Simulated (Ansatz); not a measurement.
# C2H4OSi: one species, many methods

One table from this session's results is given with a row withheld; the runs are named, their logs left out.

Computed with Ansatz 0.2.0, Gaussian basis. Level: functionals in def2-TZVPP, the program's frozen cores in correlated methods.

The runs, in order: LDA (SPW92), PBE-D4, revPBE-D4, BLYP-D4, r2SCAN-D4, B97M-V, PBE0-D4, B3LYP-D4, r2SCANh-D4, r2SCAN0-D4, HSE06-D4, BHLYP-D4, CAM-B3LYP-D4, LC-ωPBE, ωB97X-V, ωB97M-V, B2PLYP, PBE-QIDH; CCSD(T)/def2-SVP; CCSD(T)/def2-TZVPP; MP2/def2-QZVPP; extrapolation to the limit; RPA on PBE.

## The geometry

The geometry comes from an earlier relaxation with PBE0-D4 in a triple-zeta def2 set; it is a stationary point, not always the lowest conformer.

SMILES `O=C=C[SiH3]`, 8 atoms, charge 0, spin multiplicity 1.

Atoms are counted from 1 here; the program's logs count them from 0.

Bond lengths: O1–C2 1.155 Å, C2–C3 1.307 Å, C3–Si4 1.847 Å, C3–H5 1.084 Å, Si4–H6 1.486 Å, Si4–H7 1.486 Å, Si4–H8 1.484 Å. Angles: O1–C2–C3 178.2°, C2–C3–Si4 120.3°, C2–C3–H5 117.2°, Si4–C3–H5 122.5°, C3–Si4–H6 110.7°, C3–Si4–H7 110.7°, C3–Si4–H8 108.0°, H6–Si4–H7 108.1°, H6–Si4–H8 109.6°, H7–Si4–H8 109.6°.

Set-up of the first run:

in.yaml reads:

```yaml
crystal:
  periodic: [false, false, false]
  atoms:
    - {symbol: O, position_ang: [1.434399, -1.284872, 1.947165]}
    - {symbol: C, position_ang: [1.186876, -0.644684, 1.017838]}
    - {symbol: C, position_ang: [0.866896, 0.072120, -0.027274]}
    - {symbol: Si, position_ang: [-0.904853, 0.278645, -0.507895]}
    - {symbol: H, position_ang: [1.678697, 0.527262, -0.583074]}
    - {symbol: H, position_ang: [-1.291097, 1.713660, -0.489318]}
    - {symbol: H, position_ang: [-1.142927, -0.245373, -1.878124]}
    - {symbol: H, position_ang: [-1.735891, -0.473958, 0.464983]}
basis:
  gaussian: {orbitals: def2-TZVPP}
hamiltonian: {xc: lda}
output: {orbitals: {seedname: orbitals}}
```

On the command line:

```
$ ansatz run in.yaml --threads 2 --pin off --events-out ev --progress --plain --max-ram 4352MiB
```

Steps of the session up to this table: LDA; PBE-D4 (GGA); revPBE-D4 (GGA); BLYP-D4 (GGA); r2SCAN-D4 (meta-GGA); B97M-V (meta-GGA); PBE0-D4 (hybrid); B3LYP-D4 (hybrid); r2SCANh-D4 (hybrid); r2SCAN0-D4 (hybrid); HSE06-D4 (hybrid); BHLYP-D4 (hybrid); CAM-B3LYP-D4 (range-separated); LC-ωPBE (range-separated); ωB97X-V (range-separated); ωB97M-V (range-separated); B2PLYP (double hybrid); PBE-QIDH (double hybrid).

One of the session's tables, all rows but one given; the rest of the session is left out.

It belongs to the step «Frontier levels by functional». 

```
  functional  HOMO (eV)  gap (eV)
 LDA (SPW92)      -6.21      3.96
      PBE-D4      -6.05      4.04
   revPBE-D4      -5.99      4.07
     BLYP-D4      -5.91      4.02
   r2SCAN-D4      -6.30      4.55
      B97M-V      -6.38      4.70
     PBE0-D4      -7.26      6.33
    B3LYP-D4      -7.04      5.86
  r2SCANh-D4      -6.75      5.39
  r2SCAN0-D4          ?         ?
    HSE06-D4      -6.86      5.55
    BHLYP-D4      -8.35      8.63
CAM-B3LYP-D4      -8.57      8.84
     LC-ωPBE      -9.90     11.38
     ωB97X-V      -9.54     10.95
     ωB97M-V      -9.44     10.74
```

Q: Estimate the row for r2SCAN0-D4 from the others.

Worked estimate for «HOMO (eV)». Against the share of exact exchange, r2SCAN-D4 (0, -6.30), r2SCANh-D4 (0.1, -6.75) give a slope of -4.50 per unit share; at 0.25 the line stands at -7.42.

As computed: HOMO (eV): -7.43; gap (eV): 6.66. In «HOMO (eV)» the line misses by +0.01.
